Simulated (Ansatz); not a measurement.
# CrC5: the cost of one run

Program: Ansatz 0.2.0. Level of theory: DFT PBE, scalar-relativistic, plane waves, PAW. These are calculated values, not measurements.

### 1 Starting point

Symmetry: F-43m, No. 216, cubic system. Conventional cell: a = 6.729 Å, b = 6.729 Å, c = 6.729 Å, α = 90.00°, β = 90.00°, γ = 90.00°. Around Cr (site symmetry -43m) lie 16 C at 2.79 to 2.91 Å. C (site symmetry 3m) has 9 C at 2.37 to 2.79 Å and 3 Cr at 2.79 Å as nearest neighbours. Around C (site symmetry -43m) lie 12 C at 2.79 Å and 4 Cr at 2.91 Å.

Coordinates:

```
Cr C
1.0
     0.00000    3.36456    3.36456
     3.36456    0.00000    3.36456
     3.36456    3.36456    0.00000
Cr C
1 5
Cartesian
  0.0000 0.0000 0.0000
  2.5251 4.2040 2.5251
  1.6823 1.6823 1.6823
  4.2040 2.5251 2.5251
  4.2040 4.2040 4.2040
  2.5251 2.5251 4.2040
```

Recipe of the guess: species swapped into a database cell of Be5Au (F-43m, No. 216), with C on the Be sites and Cr on the Au sites. Lengths come from tabulated atomic sizes and are only a guess.

### 2 Probe: one point on a coarse mesh

input.yaml

```yaml
crystal:
  lattice:
    - [0.0, 3.36455556, 3.36455556]
    - [3.36455556, 0.0, 3.36455556]
    - [3.36455556, 3.36455556, 0.0]
  atoms:
    - { symbol: Cr, position: [0.0, 0.0, 0.0], spin: 3.0 }
    - { symbol: C, position: [0.62475203, 0.1257439, 0.62475203] }
    - { symbol: C, position: [0.25, 0.25, 0.25] }
    - { symbol: C, position: [0.1257439, 0.62475203, 0.62475203] }
    - { symbol: C, position: [0.62475203, 0.62475203, 0.62475203] }
    - { symbol: C, position: [0.62475203, 0.62475203, 0.1257439] }
basis:
  ecutwfc: 420
kpoints:
  mp_grid: { grid: [4, 4, 4] }
hamiltonian:
  xc: pbe
scf:
  occupations: { method: gaussian, width: 0.1 }
  lower_state_search: "off"
output:
  forces: true
  stress: true
  eigenvalues: true
  populations: true
magnetization:
  spin_polarized: true
```

Launch:

```bash
$ ansatz run input.yaml --threads 1 --pin off --max-ram 2560MiB --backend cpu --events-out ev --progress --plain --runs-dir out
```

Q: Estimate wall time and peak memory on 1 thread of Arm Neoverse V1, shared host.

About 5.4 s, with a peak of 0.3 GiB.
